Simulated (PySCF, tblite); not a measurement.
# C5H8BClSi: geometry, infrared bands and NMR shifts

Wanted: the infrared bands and NMR shifts of C5H8BClSi (`B/C=C1/C=C[Si@H]1CCl`), by calculation.

Programs: tblite 0.8.0 and PySCF 2.14.0, with density-fitted response routines of our own. Each step states its level of theory. These are calculated values for one molecule in the gas phase, unless marked as measured. Atoms are numbered from 0 throughout.

## (1) The starting structure

16 atoms, charge 0, multiplicity 1; geometry from: force field or distance geometry start.

Bonds of the start (Å): B0–C1 1.59, C1–C2 1.32, C2–C3 1.46, C3–C4 1.33, C4–Si5 1.81, Si5–C6 1.85, C6–Cl7 1.78, Si5–C2 1.81, B0–H8 1.20, B0–H9 1.17, C1–H10 1.08, C3–H11 1.07, C4–H12 1.09, Si5–H13 1.45, C6–H14 1.09, C6–H15 1.11.

## (2) Geometry optimisation with GFN2-xTB

What the job is given:

```
{"job": {"kind": "relax", "xc": "GFN2-xTB", "basis": "xTB"}, "charge": 0, "multiplicity": 1}
B      2.210700    -1.179300     0.339900
C      1.877300     0.345900     0.055900
C      0.644400     0.760000     0.275700
C      0.026800     2.070500     0.109800
C     -1.193100     1.709900     0.505900
Si    -0.876200    -0.048100     0.826900
C     -1.665400    -1.248100    -0.341500
Cl    -2.555900    -2.429300     0.645800
H      1.434000    -2.028800     0.016600
H      3.332200    -1.505400     0.372200
H      2.673100     0.985700    -0.280600
H      0.416300     3.013400    -0.197900
H     -2.100900     2.312600     0.590000
H     -1.012300    -0.333000     2.245600
H     -0.874600    -1.743900    -0.906500
H     -2.343900    -0.673300    -1.001800
```

Started as:

```bash
> OMP_NUM_THREADS=1 python probes_run.py task.json out
```

This one command runs all jobs of the session in turn.

**Question.** This job is followed by: GFN2-xTB harmonic vibrations, gas phase; GIAO PBE0/pcSseg-1 NMR shielding, non-relativistic, gas phase. Predict these results of the whole session: strongest single infrared mode (GFN2-xTB); zero-point energy (GFN2-xTB); 13C shifts against TMS (PBE0/pcSseg-1); 1H shifts against TMS (PBE0/pcSseg-1, means over atoms taken as alike); 11B shifts against BF3·OEt2 (PBE0/pcSseg-1); 29Si shifts against TMS (PBE0/pcSseg-1); 35Cl shifts against HCl (PBE0/pcSseg-1); surface potential, 1st and 99th percentile.

The runs gave:

| quantity | value |
| --- | --- |
| strongest single infrared mode (GFN2-xTB) | 2283 cm⁻¹, 253 km/mol |
| zero-point energy (GFN2-xTB) | 68.6 kcal/mol |
| 13C shifts against TMS (PBE0/pcSseg-1) | 199.1, 176.0, 172.3, 146.0, 33.3 ppm |
| 1H shifts against TMS (PBE0/pcSseg-1, means over atoms taken as alike) | 8.14, 8.03, 7.52, 6.64, 5.34, 3.41, 3.12 ppm |
| 11B shifts against BF3·OEt2 (PBE0/pcSseg-1) | 69.2 ppm |
| 29Si shifts against TMS (PBE0/pcSseg-1) | -13.2 ppm |
| 35Cl shifts against HCl (PBE0/pcSseg-1) | 10 ppm |
| surface potential, 1st and 99th percentile | -0.61 V and 1.14 V |

What this shows: Relaxing lowered the energy by 0.814 eV in 126 steps; the close pair that moved most is C2–Si5, from 1.808 to 1.914 Å. No mode is imaginary among the 42: a minimum at this level. The strongest single mode, at 2283 cm⁻¹, moves mainly H13. Unscaled tight-binding wavenumbers are off by several per cent, some by more. Its intensities can rank the bands wrongly. At PBE0/pcSseg-1, counted by nearest atom on the grid, the HOMO lies on C1 32 %; C4 23 %, the LUMO on B0 26 %; C2, C4 about 20 % each.
